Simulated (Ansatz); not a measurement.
What does this script print? It uses Ansatz 0.2.0, Python API.

`alh5osn_torsion.py`:
```python
"""Rigid torsion scan of AlH5OSn."""

import ansatz as az
from ase import Atoms

atoms = Atoms(["O", "Sn", "Al", "H", "H", "H", "H", "H"], positions=[
    [-2.0395, 0.4624, -0.6041],
    [-0.2202, 0.9531, -0.1471],
    [1.003, -1.2314, 0.6253],
    [-1.9347, -0.2335, -1.2594],
    [0.5958, 1.6118, -1.567],
    [-0.2052, 2.1498, 1.1474],
    [0.2849, -2.6252, 0.6768],
    [2.608, -1.1442, 1.0722],
])

# relax first, so that the scan starts from a minimum
first = (
    az.Crystal.molecule_from_ase(atoms).calculation()
    .basis(gaussian="def2-SVP")
    .functional("pbe0", dispersion="d4")
    .relax(force_tolerance=0.02, max_steps=80)
)
atoms.positions = first.run().report["positions_ang"]

start = atoms.get_dihedral(2, 1, 0, 3)
energies = {}
for turn in range(0, 360, 30):
    turned = atoms.copy()
    turned.set_dihedral(2, 1, 0, 3, start + turn, indices=[0, 3])
    job = az.Crystal.molecule_from_ase(turned).calculation()
    job = job.basis(gaussian="def2-SVP")
    job = job.functional("pbe0", dispersion="d4")
    energies[round((start + turn) % 360)] = job.run().report["free_energy_ev"]
floor = min(energies.values())
print("dihedral Al2-Sn1-O0-H3 (deg)   E - E(min) (eV)")
for angle, e in sorted(energies.items()):
    print(f"{angle:8d} {(e - floor):14.3f}  " + "#" * int(30 * (e - floor) / max(max(energies.values()) - floor, 1e-9)))
```

```console
$ python alh5osn_torsion.py
dihedral Al2-Sn1-O0-H3 (deg)   E - E(min) (eV)
       9          0.044  ###################
      39          0.067  #############################
      69          0.068  ##############################
      99          0.052  ######################
     129          0.030  #############
     159          0.017  #######
     189          0.018  ########
     219          0.027  ###########
     249          0.025  ##########
     279          0.010  ####
     309          0.000
     339          0.013  #####
```

Notes:
- The scan is rigid and the energies are electronic, in a modest basis. With rigid groups the curve can differ much from the relaxed path, the start wasn't checked as a minimum of this torsion, and equivalent turns needn't return to the same energy.
- def2 sets replace the cores of elements past krypton by effective core potentials.
- Run time: 78 s on 1 thread of AMD EPYC 7B13 (Zen 3), on a shared host, peak memory 0.25 GiB.
